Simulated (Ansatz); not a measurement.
# GaH3O2: a ladder of functionals and wavefunction methods

The task here is to estimate one member of a computed series from the others.

The runs use Ansatz 0.2.0, Gaussian basis; functionals in def2-TZVPP, the program's frozen cores in correlated methods.

The runs, in order: LDA (SPW92), PBE-D4, revPBE-D4, BLYP-D4, r2SCAN-D4, B97M-V, PBE0-D4, B3LYP-D4, r2SCANh-D4, r2SCAN0-D4, HSE06-D4, BHLYP-D4, CAM-B3LYP-D4, LC-ωPBE, ωB97X-V, ωB97M-V, B2PLYP, PBE-QIDH; CCSD(T)/def2-SVP; CCSD(T)/def2-TZVPP; MP2/def2-QZVPP; extrapolation to the limit; RPA on PBE.

**The geometry**

An earlier PBE0-D4 in a triple-zeta def2 set relaxation fixed the geometry.

SMILES `[OH][GaH][OH]`, 6 atoms, charge 0, spin multiplicity 1.

Atoms are counted from 1 here; the program's logs count them from 0.

Bond lengths: O1–Ga2 1.786 Å, O1–H4 0.959 Å, Ga2–O3 1.777 Å, Ga2–H5 1.547 Å, O3–H6 0.960 Å. Angles: Ga2–O1–H4 115.0°, O1–Ga2–O3 112.5°, O1–Ga2–H5 125.8°, O3–Ga2–H5 121.7°, Ga2–O3–H6 112.6°.

Coordinates:

```mol
GaH3O2
  3D, bonds by distance, orders not assigned

  6  5  0  0  0  0  0  0  0  0999 V2000
   -1.2132   -0.6622   -0.3316 O   0  0
    0.1927    0.4285   -0.1777 Ga  0  0
    1.3745   -0.1486    1.0166 O   0  0
   -1.8737   -0.3833   -0.9683 H   0  0
    0.4102    1.7399   -0.9684 H   0  0
    1.1094   -0.9743    1.4294 H   0  0
  1  2  8  0
  2  3  8  0
  1  4  8  0
  2  5  8  0
  3  6  8  0
M  END
```

The first run:

File in.yaml:

```yaml
crystal:
  periodic: [false, false, false]
  atoms:
    - {symbol: O, position_ang: [-1.213195, -0.662196, -0.331643]}
    - {symbol: Ga, position_ang: [0.192712, 0.428520, -0.177701]}
    - {symbol: O, position_ang: [1.374539, -0.148614, 1.016596]}
    - {symbol: H, position_ang: [-1.873657, -0.383326, -0.968289]}
    - {symbol: H, position_ang: [0.410218, 1.739877, -0.968360]}
    - {symbol: H, position_ang: [1.109383, -0.974271, 1.429398]}
basis:
  gaussian: {orbitals: def2-TZVPP}
hamiltonian: {xc: lda}
output: {orbitals: {seedname: orbitals}}
```

Launch:

```sh
$ ansatz run in.yaml --threads 4 --pin off --events-out ev --progress --plain --max-ram 10444MiB
```

Steps of the session up to this table: LDA; PBE-D4 (GGA); revPBE-D4 (GGA); BLYP-D4 (GGA); r2SCAN-D4 (meta-GGA); B97M-V (meta-GGA); PBE0-D4 (hybrid); B3LYP-D4 (hybrid); r2SCANh-D4 (hybrid); r2SCAN0-D4 (hybrid); HSE06-D4 (hybrid); BHLYP-D4 (hybrid); CAM-B3LYP-D4 (range-separated); LC-ωPBE (range-separated); ωB97X-V (range-separated); ωB97M-V (range-separated); B2PLYP (double hybrid); PBE-QIDH (double hybrid).

One table of the session follows, with a row left open; its other results are not shown here.

It belongs to the step «Orbital energies across the functionals». 

```
  functional  HOMO (eV)  gap (eV)
 LDA (SPW92)      -7.23      5.66
      PBE-D4      -7.01      5.71
   revPBE-D4      -6.93      5.75
     BLYP-D4      -6.92      5.64
   r2SCAN-D4          ?         ?
      B97M-V      -7.45      6.21
     PBE0-D4      -8.68      8.15
    B3LYP-D4      -8.41      7.58
  r2SCANh-D4      -8.00      7.28
  r2SCAN0-D4      -8.96      8.62
    HSE06-D4      -8.27      7.37
    BHLYP-D4     -10.31     10.45
CAM-B3LYP-D4     -10.20     10.52
     LC-ωPBE     -11.59     13.14
     ωB97X-V     -11.22     12.62
     ωB97M-V     -11.16     12.30
```

Estimate the missing values for r2SCAN-D4.

Worked estimate for «HOMO (eV)». Against the share of exact exchange, r2SCANh-D4 (0.1, -8.00), r2SCAN0-D4 (0.25, -8.96) give a slope of -6.40 per unit share; at 0 the line stands at -7.36.

**Answer.** HOMO (eV): -7.38; gap (eV): 6.39. In «HOMO (eV)» the line misses by +0.02.
